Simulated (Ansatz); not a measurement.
**InF₃: basis-set convergence**

Aim: see how fast density functionals converge with the basis set for InF₃.

Method: one geometry, several basis sets; program: Ansatz 0.2.0, Gaussian basis.

Plan: PBE0-D4/def2-SVP; ωB97M-V/def2-SVP; PBE0-D4/def2-QZVPP; ωB97M-V/def2-QZVPP; the functionals' def2-TZVPP values are taken from earlier runs.

1 further run of the same task is left out (it didn't finish).

### 1 Structure used throughout

An earlier PBE0-D4 in a triple-zeta def2 set relaxation fixed the geometry. In takes the def2 core potential; no spin-orbit term is included.

SMILES `[F][In]([F])[F]`, 4 atoms, charge 0, spin multiplicity 1.

Atoms are counted from 1 here; the program's logs count them from 0.

Bond lengths: F1–In2 1.918 Å, In2–F3 1.918 Å, In2–F4 1.918 Å. Angles: F1–In2–F3 120.0°, F1–In2–F4 120.0°, F3–In2–F4 120.0°.

### 2 PBE0-D4 in def2-SVP

in.yaml

```yaml
crystal:
  periodic: [false, false, false]
  atoms:
    - {symbol: F, position_ang: [-1.305657, -0.375485, 1.339823]}
    - {symbol: In, position_ang: [0.013932, -0.015074, -0.005127]}
    - {symbol: F, position_ang: [1.768078, -0.777134, 0.143748]}
    - {symbol: F, position_ang: [-0.420952, 1.107392, -1.498744]}
basis:
  gaussian: {orbitals: def2-SVP}
hamiltonian: {xc: pbe0, dispersion: d4}
output: {orbitals: {seedname: orbitals}}
```

On the command line:

```
ansatz run in.yaml --threads 2 --pin off --events-out ev --progress --plain --max-ram 32768MiB --backend cpu
```

Further steps of the session: ωB97M-V in def2-SVP; PBE0-D4 in def2-QZVPP; ωB97M-V in def2-QZVPP.

Q: Predict the results of all the runs planned. Wanted: PBE0-D4: double and triple zeta above quadruple; ωB97M-V: double and triple zeta above quadruple.

The runs gave:

```
                                       quantity           value
PBE0-D4: double and triple zeta above quadruple  11.40, 0.55 eV
ωB97M-V: double and triple zeta above quadruple  11.60, 0.52 eV
```

In words: PBE0-D4 gains 10.85 eV from double to triple zeta, then 0.55 eV more. These are total energies; as a rule much of such shifts cancels in differences, which this series doesn't test.
